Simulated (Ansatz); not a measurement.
**F₂HOSV: small, medium and large basis sets**

How large a basis does F₂HOSV need? Two functionals are run in growing sets.

Method: one geometry, several basis sets; program: Ansatz 0.2.0, Gaussian basis.

The runs, in order: PBE0-D4/def2-SVP; ωB97M-V/def2-SVP; PBE0-D4/def2-QZVPP; ωB97M-V/def2-QZVPP; the functionals' def2-TZVPP values are taken from earlier runs.

### Step 1. Structure used throughout

An earlier PBE0-D4 in a triple-zeta def2 set relaxation fixed the geometry.

6 atoms, charge 0, spin multiplicity 1.

Atoms are counted from 1 here; the program's logs count them from 0.

Bond lengths: O1–V2 1.734 Å, O1–H6 0.962 Å, V2–F3 1.718 Å, V2–F4 1.718 Å, V2–S5 1.989 Å. Angles: V2–O1–H6 125.7°, O1–V2–F3 109.5°, O1–V2–F4 109.5°, O1–V2–S5 109.0°, F3–V2–F4 110.2°, F3–V2–S5 109.3°, F4–V2–S5 109.3°.

### Step 2. PBE0-D4 in def2-SVP

in.yaml reads:

```yaml
crystal:
  periodic: [false, false, false]
  atoms:
    - {symbol: O, position_ang: [-1.016054, 0.225824, 0.876123]}
    - {symbol: V, position_ang: [0.224882, -0.290540, -0.218687]}
    - {symbol: F, position_ang: [1.319437, -1.328111, 0.604659]}
    - {symbol: F, position_ang: [-0.489557, -1.114485, -1.546540]}
    - {symbol: S, position_ang: [1.205811, 1.306957, -0.884927]}
    - {symbol: H, position_ang: [-1.202318, 1.136354, 1.123173]}
basis:
  gaussian: {orbitals: def2-SVP}
hamiltonian: {xc: pbe0, dispersion: d4}
output: {orbitals: {seedname: orbitals}}
```

After this run come: ωB97M-V in def2-SVP; PBE0-D4 in def2-QZVPP; ωB97M-V in def2-QZVPP.

**Question.** What will the summary of the whole plan be? Wanted: PBE0-D4: double and triple zeta above quadruple; ωB97M-V: double and triple zeta above quadruple.

As calculated:

| quantity | value |
| --- | --- |
| PBE0-D4: double and triple zeta above quadruple | 17.96, 1.24 eV |
| ωB97M-V: double and triple zeta above quadruple | 18.04, 1.16 eV |

**Reading.** PBE0-D4 gains 16.73 eV from double to triple zeta, then 1.24 eV more. These are total energies; as a rule much of such shifts cancels in differences, which this series doesn't test.
